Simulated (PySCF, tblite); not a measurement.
**C2H6GeN2: geometry, infrared bands, NMR shifts and spin-spin couplings**

Aim: predict the infrared bands, NMR shifts and spin-spin couplings of C2H6GeN2 (`[H]/N=[CH]\[GeH2][N]=C`).

Computed with tblite 0.8.0 and PySCF 2.14.0, with density-fitted response routines of our own, on a single molecule in the gas phase. Atoms are numbered from 0 throughout.

**1. Starting geometry**

11 atoms, charge 0, multiplicity 1; geometry from: force field or distance geometry start.

Bonds of the start (Å): C0–N1 1.27, N1–Ge2 1.82, Ge2–C3 1.94, C3–N4 1.29, C0–H5 1.09, C0–H6 1.07, Ge2–H7 1.56, Ge2–H8 1.54, C3–H9 1.11, N4–H10 1.03.

**2. Relaxing the molecule with GFN2-xTB**

Job settings and geometry (Å):

```
{"job": {"kind": "relax", "xc": "GFN2-xTB", "basis": "xTB"}, "charge": 0, "multiplicity": 1}
C      2.196500    -0.446100     0.526900
N      1.169200     0.277300     0.737800
Ge    -0.116900     0.715600    -0.477700
C     -1.806400     0.209900     0.322900
N     -2.417000    -0.873200    -0.037300
H      2.863700    -0.612400     1.377300
H      2.457100    -0.900900    -0.402600
H     -0.104200     2.276400    -0.589700
H      0.066800     0.012400    -1.838500
H     -2.228700     0.847200     1.125700
H     -2.074800    -1.503600    -0.770700
```

Launch:

```sh
OMP_NUM_THREADS=1 python probes_run.py task.json out
```

One launch serves the whole session: the jobs run in the order shown.

**Question.** This job is followed by: GFN2-xTB harmonic vibrations, gas phase; GIAO PBE0/pcSseg-1 NMR shielding, non-relativistic, gas phase; B3LYP/pcJ-1 Ge:pcSseg-1 indirect spin-spin coupling, non-relativistic, gas phase. Predict these results of the whole session: strongest single infrared mode (GFN2-xTB); zero-point energy (GFN2-xTB); 13C shifts against TMS (PBE0/pcSseg-1); 1H shifts against TMS (PBE0/pcSseg-1, means over atoms taken as alike); 15N shifts against NH3 (PBE0/pcSseg-1); 73Ge shifts against GeMe4 (PBE0/pcSseg-1); largest coupling of the table (B3LYP/pcSseg-1+pcJ-1).

The runs gave:

| quantity | value |
| --- | --- |
| strongest single infrared mode (GFN2-xTB) | 1986 cm⁻¹, 409 km/mol |
| zero-point energy (GFN2-xTB) | 45.4 kcal/mol |
| 13C shifts against TMS (PBE0/pcSseg-1) | 185.5, 173.7 ppm |
| 1H shifts against TMS (PBE0/pcSseg-1, means over atoms taken as alike) | 13.07, 9.38, 8.94, 8.73, 5.07 ppm |
| 15N shifts against NH3 (PBE0/pcSseg-1) | 439.1, 426.6 ppm |
| 73Ge shifts against GeMe4 (PBE0/pcSseg-1) | -117 ppm |
| largest coupling of the table (B3LYP/pcSseg-1+pcJ-1) | 1J(C,H) C0–H5, 184.1 Hz |

In words: Relaxing lowered the energy by 0.315 eV in 90 steps; the close pair that moved most is Ge2–H7, from 1.565 to 1.502 Å. No mode is imaginary among the 27: a minimum at this level. The strongest single mode, at 1986 cm⁻¹, moves mainly H7. Unscaled tight-binding wavenumbers are off by several per cent, some by more. Its intensities can rank the bands wrongly. In the run at B3LYP/pcSseg-1+pcJ-1, the largest coupling of the table is C0–H5, 184.1 Hz, of which the Fermi-contact term gives 183.8 Hz. Couplings across rotatable bonds belong to this one conformer; where others are populated, the observed values are averages. Spin-orbit coupling is left out, which matters for shieldings and couplings at and beside the heavy atoms.
